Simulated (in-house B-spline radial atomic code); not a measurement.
# Hg³⁺: ionisation energy by several methods

One table from this session's results is given with a row withheld; the runs are named, their logs left out.

Method: scalar-relativistic (X2C), several functionals, spin-polarised; spherical all-electron atom at the radial basis limit. Code: in-house B-spline radial atomic code version 1.

## Starting point

```
element       : mercury (Z = 80)
charge        : +3
electrons     : 77
configuration : [Xe] 4f14 5d9
nucleus       : Fermi, rms radius 5.465 fm
```

Outer shells as boxes (Hund's rule):

[Xe] 4f14 5d9
```
[Xe] core
4f [↑↓][↑↓][↑↓][↑↓][↑↓][↑↓][↑↓]
5d [↑↓][↑↓][↑↓][↑↓][↑ ]
```

Where spins are not typed, each open shell is filled with up spins first.

The first run:

Settings, as recorded:

```ini
Z = 80
electrons = 77.0
configuration = [Xe] 4f14 5d9
hamiltonian = x2c
method = hf
spin_polarised = True
nucleus = fermi
rms_radius = 5.4648
mass_number = 202
atomic_mass = 201.970643604
speed_of_light = 137.035999084
```

Steps of the session up to this table: Hartree-Fock; r2SCAN, a meta-GGA; RPBE, a GGA; AM05, a GGA; M06-L, a meta-GGA.

One of the session's tables, all rows but one given; the rest of the session is left out.

```
      method  ΔSCF (eV)
        RPBE     49.017
        AM05     49.172
      r2SCAN     49.240
       M06-L     48.717
Hartree-Fock          ?
```

Estimate the missing values for Hartree-Fock.

As computed: ΔSCF (eV): 47.447. In the column «ΔSCF (eV)» it is the lowest.
